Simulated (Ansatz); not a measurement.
**Pb (Fm-3m): equation of state**

How stiff is Pb (Fm-3m)? Energies and pressures are computed at volumes on both sides of the relaxed cell and fitted. Whether the element takes this structure at low temperature is a separate question.

Program: Ansatz 0.2.0. Level of theory: DFT r²SCAN, scalar-relativistic, plane waves, PAW. These are calculated values, not measurements.

**1. The starting structure**

The structure is cubic, space group Fm-3m (No. 225). Conventional cell: a = 4.989 Å, b = 4.989 Å, c = 4.989 Å, α = 90.00°, β = 90.00°, γ = 90.00°. Around Pb (site symmetry m-3m) lie 12 Pb at 3.53 Å.

Structure file:

```cif
data_structure
_symmetry_space_group_name_H-M 'P 1'
_symmetry_Int_Tables_number 1
_cell_length_a 3.5279
_cell_length_b 3.5279
_cell_length_c 3.5279
_cell_angle_alpha 60.000
_cell_angle_beta 60.000
_cell_angle_gamma 60.000
_cell_volume 31.05
loop_
_atom_site_label
_atom_site_type_symbol
_atom_site_fract_x
_atom_site_fract_y
_atom_site_fract_z
_atom_site_occupancy
Pb1 Pb 0.00000 0.00000 0.00000 1
```

An earlier run at r²SCAN left this cell at 31.047 Å³/atom and 0.01 GPa (16×16×16 mesh).

Volume factors to run: 0.980, 1.020, 0.960, 1.040.

**2. Scaling the volume by 0.980**

File input.yaml:

```yaml
crystal:
  lattice:
    - [0.0, 2.4778264198, 2.4778264198]
    - [2.4778264198, 0.0, 2.4778264198]
    - [2.4778264198, 2.4778264198, 0.0]
  atoms:
    - { symbol: Pb, position: [0.0, 0.0, 0.0] }
basis:
  ecutwfc: 500
  ecutrho_ratio: 4
kpoints:
  mp_grid: { grid: [16, 16, 16] }
hamiltonian:
  xc: r2scan
scf:
  occupations: { method: gaussian, width: 0.05 }
output:
  forces: true
  stress: true
  eigenvalues: true
```

Command:

```console
> ansatz run input.yaml --threads 1 --pin off --max-ram 2560MiB --backend cpu --events-out ev --progress --plain --runs-dir out
```

After this run come: At 1.020 of the relaxed volume; Volume × 0.960; Volume × 1.040.

Before running it: what results should come out? Wanted: V0; B0; B0′; scatter of the fit.

The runs gave:

| quantity | value |
| --- | --- |
| V0 | 31.042 Å³/atom |
| B0 | 46 GPa |
| B0′ | 4.8 |
| scatter of the fit | 0.000 meV/atom |

In words: The fitted minimum lies at 31.04 Å³/atom, and the bulk modulus is 46 GPa. One per cent of compression takes about 0.46 GPa. These are values at 0 K without zero-point motion. Spin–orbit coupling is left out, though the cell holds Pb; in elements this heavy it can shift levels and gaps by tenths of an eV.
